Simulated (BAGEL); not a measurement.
**doublet C8H6BF3Se+, step by step**

Aim: a single-point energy (doublet C8H6BF3Se+, ROHF/ANO-RCC-MB), then a single-point energy (singlet C8H6BF3Se, HF/ANO-RCC-VDZ), then a single-point energy (doublet C8H6BF3Se+, ROHF/ANO-RCC-VDZ), then the energy (singlet C8H6BF3Se, HF/ANO-RCC-VDZP), then a single-point energy (doublet C8H6BF3Se+, ROHF/ANO-RCC-VDZP) of C8H6BF3Se. 

The calculation is run with BAGEL 1.2.2.

## Step 1: The system as given

C8H6BF3Se+ has 19 atoms, charge +1, and is taken as a doublet. SMILES of the parent species: `CC#CB1C=CC=C(C(F)(F)F)[Se]1`. Geometry: a GFN2-xTB relaxation, a rough one for these elements and not checked as a minimum. That shape belongs to the parent species and isn't relaxed for this state.

Some bond lengths: C1–C2 1.443 Å, C2–C3 1.209 Å, C3–B4 1.501 Å, B4–C5 1.523 Å, C5–C6 1.360 Å, C6–C7 1.419 Å, C7–C8 1.357 Å, C8–C9 1.497 Å, C9–F10 1.342 Å, C9–F11 1.348 Å, C9–F12 1.342 Å, B4–Se13 1.927 Å, C8–Se13 1.864 Å, C1–H14 1.090 Å, C1–H15 1.090 Å, C1–H16 1.090 Å. Some angles: C1–C2–C3 179.8°, C2–C3–B4 179.1°, C3–B4–C5 122.2°, C3–B4–Se13 118.5°, C5–B4–Se13 119.3°, B4–C5–C6 125.5°, C5–C6–C7 125.0°, C6–C7–C8 125.4°, C7–C8–C9 118.9°, C7–C8–Se13 126.5°.

## Step 2: A single-point energy at ROHF/ANO-RCC-MB (DKH2, density fitting with tzvpp-jkfit, property ionisation energy) (run 1)

Contents of job.json:

```json
{ "bagel" : [

{
  "title" : "molecule",
  "basis" : "ano-rcc-mb.json",
  "df_basis" : "tzvpp-jkfit",
  "angstrom" : "true",
  "dkh" : "true",
  "geometry" : [
    { "atom" : "C", "xyz" : [   -4.691370,    0.539980,    0.007390 ] },
    { "atom" : "C", "xyz" : [   -3.265670,    0.318170,   -0.005360 ] },
    { "atom" : "C", "xyz" : [   -2.071410,    0.132400,   -0.011400 ] },
    { "atom" : "B", "xyz" : [   -0.592080,   -0.120970,   -0.016380 ] },
    { "atom" : "C", "xyz" : [   -0.009070,   -1.527790,   -0.007130 ] },
    { "atom" : "C", "xyz" : [    1.316260,   -1.833670,   -0.003080 ] },
    { "atom" : "C", "xyz" : [    2.371230,   -0.884390,   -0.009600 ] },
    { "atom" : "C", "xyz" : [    2.215590,    0.463920,   -0.031270 ] },
    { "atom" : "C", "xyz" : [    3.433200,    1.334320,    0.000980 ] },
    { "atom" : "F", "xyz" : [    4.453100,    0.840000,   -0.718430 ] },
    { "atom" : "F", "xyz" : [    3.908390,    1.497310,    1.251970 ] },
    { "atom" : "F", "xyz" : [    3.194080,    2.567540,   -0.470330 ] },
    { "atom" : "Se", "xyz" : [    0.600050,    1.392940,   -0.033100 ] },
    { "atom" : "H", "xyz" : [   -4.930800,    1.477850,   -0.493630 ] },
    { "atom" : "H", "xyz" : [   -5.044170,    0.591640,    1.037610 ] },
    { "atom" : "H", "xyz" : [   -5.204180,   -0.277700,   -0.499210 ] },
    { "atom" : "H", "xyz" : [   -0.692390,   -2.369090,   -0.000920 ] },
    { "atom" : "H", "xyz" : [    1.626540,   -2.871230,    0.006930 ] },
    { "atom" : "H", "xyz" : [    3.382720,   -1.271230,   -0.005040 ] }
  ]
},
{ "title" : "rohf", "charge" : 1, "nopen" : 1 },
{ "title" : "print", "file" : "orbitals.molden", "orbitals" : "true" }

]}
```

The basis set ANO-RCC-MB is read from a file made from the Basis Set Exchange's data (not shown).

The run is started by

```bash
BAGEL_NUM_THREADS=1 BAGEL job.json > job.out
```

What it wrote:

```text
* using 1 threads per process

  ===============================================================
  ===============================================================

  *** Geometry ***

  { "atom" : "C", "xyz" : [     -8.865404,      1.020414,      0.013965 ] },
  { "atom" : "C", "xyz" : [     -6.171222,      0.601254,     -0.010129 ] },
  { "atom" : "C", "xyz" : [     -3.914398,      0.250200,     -0.021543 ] },
  { "atom" : "B", "xyz" : [     -1.118869,     -0.228600,     -0.030954 ] },
  { "atom" : "C", "xyz" : [     -0.017140,     -2.887105,     -0.013474 ] },
  { "atom" : "C", "xyz" : [      2.487371,     -3.465134,     -0.005820 ] },
[... 11 lines of this table left out ...]
  { "atom" : "H", "xyz" : [      3.073715,     -5.425838,      0.013096 ] },
  { "atom" : "H", "xyz" : [      6.392414,     -2.402277,     -0.009524 ] },

  Number of auxiliary basis functions:     1280

  Since a DF basis is specified, we compute 2- and 3-index integrals:
    o Being stored without compression. Storage requirement is 0.072 GB

  Number of basis functions:       84
  Number of electrons      :      120

    * METHOD: MOLECULE                             4.93

  *** Open-shell HF ***

  === Nuclear Repulsion ===
  1080.4776932572

      * DIIS with orbital gradients will be used.

  === ROHF iteration (ano-rcc-mb.json) ===
      0      -3056.51884011          0.02194676           1.65
      1      -3056.78721845          0.01123293           1.70
      2      -3056.83175106          0.00754977           1.70
      3      -3056.86741564          0.00094528           1.66
      4      -3056.86855216          0.00047830           1.73
      5      -3056.86895225          0.00024479           1.75
[... 34 lines of this table left out ...]
     40      -3056.87061443          0.00000001           1.70
     41      -3056.87061445          0.00000001           1.70
    * SCF iteration converged.

    * S^2 (ROHF) is 0.7500

    * Permanent dipole moment:
           (    2.754998,     1.926732,     0.015233) a.u.

    * METHOD: ROHF                                76.28

    * METHOD: PRINT                                0.01

  ===============================================================
```

Wall time 82 s (1 thread of Intel Xeon Platinum 8488C (Sapphire Rapids), shared host); peak memory 0.48 GiB.

## Step 3: Singlet neutral C8H6BF3Se: a single-point energy at HF/ANO-RCC-VDZ (DKH2, density fitting with tzvpp-jkfit, property ionisation energy) (run 2)

Contents of input.json:

```json
{ "bagel" : [

{
  "title" : "molecule",
  "basis" : "ano-rcc-vdz.json",
  "df_basis" : "tzvpp-jkfit",
  "angstrom" : true,
  "dkh" : true,
  "geometry" : [
    { "atom" : "C", "xyz" : [      -4.691370,       0.539980,       0.007390 ] },
    { "atom" : "C", "xyz" : [      -3.265670,       0.318170,      -0.005360 ] },
    { "atom" : "C", "xyz" : [      -2.071410,       0.132400,      -0.011400 ] },
    { "atom" : "B", "xyz" : [      -0.592080,      -0.120970,      -0.016380 ] },
    { "atom" : "C", "xyz" : [      -0.009070,      -1.527790,      -0.007130 ] },
    { "atom" : "C", "xyz" : [       1.316260,      -1.833670,      -0.003080 ] },
    { "atom" : "C", "xyz" : [       2.371230,      -0.884390,      -0.009600 ] },
    { "atom" : "C", "xyz" : [       2.215590,       0.463920,      -0.031270 ] },
    { "atom" : "C", "xyz" : [       3.433200,       1.334320,       0.000980 ] },
    { "atom" : "F", "xyz" : [       4.453100,       0.840000,      -0.718430 ] },
    { "atom" : "F", "xyz" : [       3.908390,       1.497310,       1.251970 ] },
    { "atom" : "F", "xyz" : [       3.194080,       2.567540,      -0.470330 ] },
    { "atom" : "Se", "xyz" : [       0.600050,       1.392940,      -0.033100 ] },
    { "atom" : "H", "xyz" : [      -4.930800,       1.477850,      -0.493630 ] },
    { "atom" : "H", "xyz" : [      -5.044170,       0.591640,       1.037610 ] },
    { "atom" : "H", "xyz" : [      -5.204180,      -0.277700,      -0.499210 ] },
    { "atom" : "H", "xyz" : [      -0.692390,      -2.369090,      -0.000920 ] },
    { "atom" : "H", "xyz" : [       1.626540,      -2.871230,       0.006930 ] },
    { "atom" : "H", "xyz" : [       3.382720,      -1.271230,      -0.005040 ] }
  ]
},

{ "title" : "hf" },

{ "title" : "print", "file" : "orbitals.molden", "orbitals" : true }

]}
```

The basis set ANO-RCC-VDZ is read from a file made from the Basis Set Exchange's data (not shown).

The run is started by

```bash
BAGEL_NUM_THREADS=1 BAGEL input.json > input.out
```

What it wrote:

```text
* using 1 threads per process

  ===============================================================
  ===============================================================

  *** Geometry ***

  { "atom" : "C", "xyz" : [     -8.865404,      1.020414,      0.013965 ] },
  { "atom" : "C", "xyz" : [     -6.171222,      0.601254,     -0.010129 ] },
  { "atom" : "C", "xyz" : [     -3.914398,      0.250200,     -0.021543 ] },
  { "atom" : "B", "xyz" : [     -1.118869,     -0.228600,     -0.030954 ] },
  { "atom" : "C", "xyz" : [     -0.017140,     -2.887105,     -0.013474 ] },
  { "atom" : "C", "xyz" : [      2.487371,     -3.465134,     -0.005820 ] },
[... 11 lines of this table left out ...]
  { "atom" : "H", "xyz" : [      3.073715,     -5.425838,      0.013096 ] },
  { "atom" : "H", "xyz" : [      6.392414,     -2.402277,     -0.009524 ] },

  Number of auxiliary basis functions:     1280

  Since a DF basis is specified, we compute 2- and 3-index integrals:
    o Being stored without compression. Storage requirement is 0.206 GB

  Number of basis functions:      142
  Number of electrons      :      120

    * METHOD: MOLECULE                             5.93

  *** RHF ***

  === Nuclear Repulsion ===
  1080.4776932572

      * DIIS with orbital gradients will be used.

  === RHF iteration (ano-rcc-vdz.json) ===
      0      -3057.15978294          0.01650838           1.41
      1      -3057.54408941          0.01050606           1.43
      2      -3057.71697072          0.00140884           1.37
      3      -3057.72277028          0.00056839           1.45
      4      -3057.72361956          0.00012609           1.54
      5      -3057.72373971          0.00006692           1.57
[... 11 lines of this table left out ...]
     17      -3057.72378784          0.00000001           1.57
     18      -3057.72378784          0.00000001           1.49
    * SCF iteration converged.

    * Permanent dipole moment:
           (    1.692030,     1.349734,     0.014691) a.u.

    * METHOD: HF                                  33.89

    * METHOD: PRINT                                0.03

  ===============================================================
```

It took 41 s on 1 thread of Intel Xeon Platinum 8488C (Sapphire Rapids), shared host; peak memory 0.84 GiB.

## Step 4: The energy at ROHF/ANO-RCC-VDZ (DKH2, density fitting with tzvpp-jkfit, property ionisation energy) (run 3)

Contents of input.json:

```json
{ "bagel": [

{
  "title": "molecule",
  "basis": "ano-rcc-vdz.json",
  "df_basis": "tzvpp-jkfit",
  "angstrom": true,
  "dkh": true,
  "geometry": [
    { "atom": "C", "xyz": [   -4.691370,    0.539980,    0.007390 ] },
    { "atom": "C", "xyz": [   -3.265670,    0.318170,   -0.005360 ] },
    { "atom": "C", "xyz": [   -2.071410,    0.132400,   -0.011400 ] },
    { "atom": "B", "xyz": [   -0.592080,   -0.120970,   -0.016380 ] },
    { "atom": "C", "xyz": [   -0.009070,   -1.527790,   -0.007130 ] },
    { "atom": "C", "xyz": [    1.316260,   -1.833670,   -0.003080 ] },
    { "atom": "C", "xyz": [    2.371230,   -0.884390,   -0.009600 ] },
    { "atom": "C", "xyz": [    2.215590,    0.463920,   -0.031270 ] },
    { "atom": "C", "xyz": [    3.433200,    1.334320,    0.000980 ] },
    { "atom": "F", "xyz": [    4.453100,    0.840000,   -0.718430 ] },
    { "atom": "F", "xyz": [    3.908390,    1.497310,    1.251970 ] },
    { "atom": "F", "xyz": [    3.194080,    2.567540,   -0.470330 ] },
    { "atom": "Se", "xyz": [    0.600050,    1.392940,   -0.033100 ] },
    { "atom": "H", "xyz": [   -4.930800,    1.477850,   -0.493630 ] },
    { "atom": "H", "xyz": [   -5.044170,    0.591640,    1.037610 ] },
    { "atom": "H", "xyz": [   -5.204180,   -0.277700,   -0.499210 ] },
    { "atom": "H", "xyz": [   -0.692390,   -2.369090,   -0.000920 ] },
    { "atom": "H", "xyz": [    1.626540,   -2.871230,    0.006930 ] },
    { "atom": "H", "xyz": [    3.382720,   -1.271230,   -0.005040 ] }
  ]
},
{ "title": "rohf", "charge": 1, "nopen": 1 },
{ "title": "print", "file": "orbitals.molden", "orbitals": true }

]}
```

The basis set ANO-RCC-VDZ is read from a file made from the Basis Set Exchange's data (not shown).

The run is started by

```bash
BAGEL_NUM_THREADS=1 BAGEL input.json > input.out
```

What it wrote:

```text
* using 1 threads per process

  ===============================================================
  ===============================================================

  *** Geometry ***

  { "atom" : "C", "xyz" : [     -8.865404,      1.020414,      0.013965 ] },
  { "atom" : "C", "xyz" : [     -6.171222,      0.601254,     -0.010129 ] },
  { "atom" : "C", "xyz" : [     -3.914398,      0.250200,     -0.021543 ] },
  { "atom" : "B", "xyz" : [     -1.118869,     -0.228600,     -0.030954 ] },
  { "atom" : "C", "xyz" : [     -0.017140,     -2.887105,     -0.013474 ] },
  { "atom" : "C", "xyz" : [      2.487371,     -3.465134,     -0.005820 ] },
[... 11 lines of this table left out ...]
  { "atom" : "H", "xyz" : [      3.073715,     -5.425838,      0.013096 ] },
  { "atom" : "H", "xyz" : [      6.392414,     -2.402277,     -0.009524 ] },

  Number of auxiliary basis functions:     1280

  Since a DF basis is specified, we compute 2- and 3-index integrals:
    o Being stored without compression. Storage requirement is 0.206 GB

  Number of basis functions:      142
  Number of electrons      :      120

    * METHOD: MOLECULE                             5.33

  *** Open-shell HF ***

  === Nuclear Repulsion ===
  1080.4776932572

      * DIIS with orbital gradients will be used.

  === ROHF iteration (ano-rcc-vdz.json) ===
      0      -3056.83565668          0.03296714           3.13
      1      -3057.21124181          0.02149621           3.09
      2      -3057.32318934          0.01378736           3.05
      3      -3057.40285034          0.00108083           2.88
      4      -3057.40405772          0.00059222           3.21
      5      -3057.40463650          0.00022171           3.71
[... 40 lines of this table left out ...]
     46      -3057.40585948          0.00000001           3.09
     47      -3057.40585947          0.00000001           3.31
    * SCF iteration converged.

    * S^2 (ROHF) is 0.7500

    * Permanent dipole moment:
           (    3.186773,     2.018184,     0.014791) a.u.

    * METHOD: ROHF                               161.48

    * METHOD: PRINT                                0.03

  ===============================================================
```

Wall time 2.8 min (1 thread of Intel Xeon Platinum 8488C (Sapphire Rapids), shared host); peak memory 0.84 GiB.

Run 4 isn't shown in full; the table further down has it.

## Step 5: A single-point energy at ROHF/ANO-RCC-VDZP (DKH2, density fitting with tzvpp-jkfit, property ionisation energy) (run 5)

Contents of job.json:

```json
{ "bagel" : [

{
  "title" : "molecule",
  "basis" : "ano-rcc-vdzp.json",
  "df_basis" : "tzvpp-jkfit",
  "angstrom" : "true",
  "dkh" : "true",
  "geometry" : [
    { "atom" : "C", "xyz" : [      -4.691370,       0.539980,       0.007390 ] },
    { "atom" : "C", "xyz" : [      -3.265670,       0.318170,      -0.005360 ] },
    { "atom" : "C", "xyz" : [      -2.071410,       0.132400,      -0.011400 ] },
    { "atom" : "B", "xyz" : [      -0.592080,      -0.120970,      -0.016380 ] },
    { "atom" : "C", "xyz" : [      -0.009070,      -1.527790,      -0.007130 ] },
    { "atom" : "C", "xyz" : [       1.316260,      -1.833670,      -0.003080 ] },
    { "atom" : "C", "xyz" : [       2.371230,      -0.884390,      -0.009600 ] },
    { "atom" : "C", "xyz" : [       2.215590,       0.463920,      -0.031270 ] },
    { "atom" : "C", "xyz" : [       3.433200,       1.334320,       0.000980 ] },
    { "atom" : "F", "xyz" : [       4.453100,       0.840000,      -0.718430 ] },
    { "atom" : "F", "xyz" : [       3.908390,       1.497310,       1.251970 ] },
    { "atom" : "F", "xyz" : [       3.194080,       2.567540,      -0.470330 ] },
    { "atom" : "Se", "xyz" : [       0.600050,       1.392940,      -0.033100 ] },
    { "atom" : "H", "xyz" : [      -4.930800,       1.477850,      -0.493630 ] },
    { "atom" : "H", "xyz" : [      -5.044170,       0.591640,       1.037610 ] },
    { "atom" : "H", "xyz" : [      -5.204180,      -0.277700,      -0.499210 ] },
    { "atom" : "H", "xyz" : [      -0.692390,      -2.369090,      -0.000920 ] },
    { "atom" : "H", "xyz" : [       1.626540,      -2.871230,       0.006930 ] },
    { "atom" : "H", "xyz" : [       3.382720,      -1.271230,      -0.005040 ] }
  ]
},

{
  "title" : "rohf",
  "charge" : 1,
  "nopen" : 1
},

{
  "title" : "print",
  "file" : "orbitals.molden",
  "orbitals" : "true"
}

]}
```

The basis set ANO-RCC-VDZP is read from a file made from the Basis Set Exchange's data (not shown).

The run is started by

```bash
BAGEL_NUM_THREADS=1 BAGEL job.json > job.out
```

What it wrote:

```text
* using 1 threads per process

  ===============================================================
  ===============================================================

  *** Geometry ***

  { "atom" : "C", "xyz" : [     -8.865404,      1.020414,      0.013965 ] },
  { "atom" : "C", "xyz" : [     -6.171222,      0.601254,     -0.010129 ] },
  { "atom" : "C", "xyz" : [     -3.914398,      0.250200,     -0.021543 ] },
  { "atom" : "B", "xyz" : [     -1.118869,     -0.228600,     -0.030954 ] },
  { "atom" : "C", "xyz" : [     -0.017140,     -2.887105,     -0.013474 ] },
  { "atom" : "C", "xyz" : [      2.487371,     -3.465134,     -0.005820 ] },
[... 11 lines of this table left out ...]
  { "atom" : "H", "xyz" : [      3.073715,     -5.425838,      0.013096 ] },
  { "atom" : "H", "xyz" : [      6.392414,     -2.402277,     -0.009524 ] },

  Number of auxiliary basis functions:     1280

  Since a DF basis is specified, we compute 2- and 3-index integrals:
    o Being stored without compression. Storage requirement is 0.518 GB

  Number of basis functions:      225
  Number of electrons      :      120

    * METHOD: MOLECULE                             9.05

  *** Open-shell HF ***

  === Nuclear Repulsion ===
  1080.4776932572

      * DIIS with orbital gradients will be used.

  === ROHF iteration (ano-rcc-vdzp.json) ===
      0      -3057.14005774          0.02484540           4.94
      1      -3057.50630591          0.01653182           5.04
      2      -3057.61580575          0.01106226           5.82
      3      -3057.70365284          0.00101139           5.64
      4      -3057.70516494          0.00060219           5.68
      5      -3057.70591445          0.00021106           5.70
[... 28 lines of this table left out ...]
     34      -3057.70719639          0.00000001           5.51
     35      -3057.70719639          0.00000001           5.78
    * SCF iteration converged.

    * S^2 (ROHF) is 0.7500

    * Permanent dipole moment:
           (    2.350531,     2.247689,     0.015308) a.u.

    * METHOD: ROHF                               214.68

    * METHOD: PRINT                                0.08

  ===============================================================
```

Run time: 3.7 min. Hardware: 1 thread of Intel Xeon Platinum 8488C (Sapphire Rapids), shared host; peak memory 1.5 GiB.

## Step 6: The series

| run | level | partner | energy (Eh) | ⟨S²⟩ | wall time |
| --- | --- | --- | --- | --- | --- |
| 1 | ROHF/ANO-RCC-MB (DKH2, density fitting with tzvpp-jkfit, property ionisation energy) | cation | -3056.870614 | 0.750 | 82 s |
| 2 | HF/ANO-RCC-VDZ (DKH2, density fitting with tzvpp-jkfit, property ionisation energy) | base | -3057.723788 | – | 41 s |
| 3 | ROHF/ANO-RCC-VDZ (DKH2, density fitting with tzvpp-jkfit, property ionisation energy) | cation | -3057.405859 | 0.750 | 2.8 min |
| 4 | HF/ANO-RCC-VDZP (DKH2, density fitting with tzvpp-jkfit, property ionisation energy) | base | -3058.008844 | – | 80 s |
| 5 | ROHF/ANO-RCC-VDZP (DKH2, density fitting with tzvpp-jkfit, property ionisation energy) | cation | -3057.707196 | 0.750 | 3.7 min |

## Step 7: Summary of results

```
                                                           quantity           value
                             run 5, ROHF/ANO-RCC-VDZP: total energy  -3057.70720 Eh
                                     run 5, ROHF/ANO-RCC-VDZP: ⟨S²⟩           0.750
 vertical ionisation energy (to the doublet cation), HF/ANO-RCC-VDZ        8.651 eV
vertical ionisation energy (to the doublet cation), HF/ANO-RCC-VDZP        8.208 eV
```

**Reading.** At HF/ANO-RCC-VDZ: the vertical ionisation energy comes to 8.65 eV (835 kJ/mol). The negative HOMO energy of the first species, 9.28 eV, lies 0.63 eV above that difference. At HF/ANO-RCC-VDZP: removing an electron at fixed nuclei costs 8.21 eV (189 kcal/mol). The negative HOMO energy of the first species, 8.92 eV, lies 0.71 eV above that difference. In run 1 the basis is minimal, so the values are rough. All runs together took 9.9 min, the longest 3.7 min.
